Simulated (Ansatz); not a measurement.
Run this with the Ansatz DFT code, driven from Python and show what comes out.

`fermi.py`:
```python
"""Area of the Fermi surface of RuRh."""

import warnings

import ansatz

SCF_TOL = 1e-07
SMEARING = "fermi_dirac"
KMESH = (9, 9, 5)
FUNCTIONAL = "pbesol"
VDW = "d3bjatm"


def main() -> None:
    warnings.simplefilter("ignore", ansatz.DeckWarning)

    lattice = ansatz.Lattice.of(
        [2.709415, 0.0, 0.0],
        [-1.354708, 2.346422, 0.0],
        [0.0, 0.0, 4.298368],
    )
    sites = [
        ("Ru", [0.0, 0.0, 0.5]),
        ("Rh", [2 / 3, 1 / 3, 0.0]),
    ]
    xtal = ansatz.Crystal(lattice=lattice)
    for symbol, position in sites:
        xtal = xtal.atom(symbol, position)

    setup = xtal.calculation()
    setup = setup.scf(tolerance=SCF_TOL)
    setup = setup.occupations(SMEARING)
    setup = setup.kpoints(*KMESH)
    setup = setup.functional(FUNCTIONAL, dispersion=VDW)
    setup = setup.eigenstates(nscf_kmesh=(14, 14, 8), level_slopes=True)
    surface = setup.run(threads=1).fermi_surface().to_plain()
    for way, reading in surface.items():
        if reading:
            rho_lambda = [f"{v:.3e}" for v in reading["resistivity_times_mean_free_path_ohm_m2"]]
            print(f"{way:24s} area {reading['spin_summed_area_per_ang2']:8.3f} 1/A^2  rho*lambda (ohm m^2) {rho_lambda}")


if __name__ == "__main__":
    main()
```

```console
$ python fermi.py
by_tetrahedra            area   58.914 1/A^2  rho*lambda (ohm m^2) ['4.818e-16', '4.818e-16', '6.133e-16']
by_slopes                area   60.650 1/A^2  rho*lambda (ohm m^2) ['4.980e-16', '4.980e-16', '5.167e-16']
on_every_second_point    area   52.574 1/A^2  rho*lambda (ohm m^2) ['5.021e-16', '5.021e-16', '8.505e-16']
```

Dispersion corrections can be off by several per cent in the lattices of metals, and by several GPa in the pressure at a fixed cell. For a metal this k-point mesh is coarse: on a finer one energies can move by several to tens of meV an atom and pressures by half a GPa or more, differences at one mesh by less. This cell is a computed structure, which may not be the phase found in nature. The three readings differ by the mesh error. The script silences the warnings on its input, which a real study should read. Timing: 7.2 s on 1 thread of Arm Neoverse V2, on a shared host, peak memory 0.35 GiB.

(Lines on the test bed's own set-up are left out of the output.)
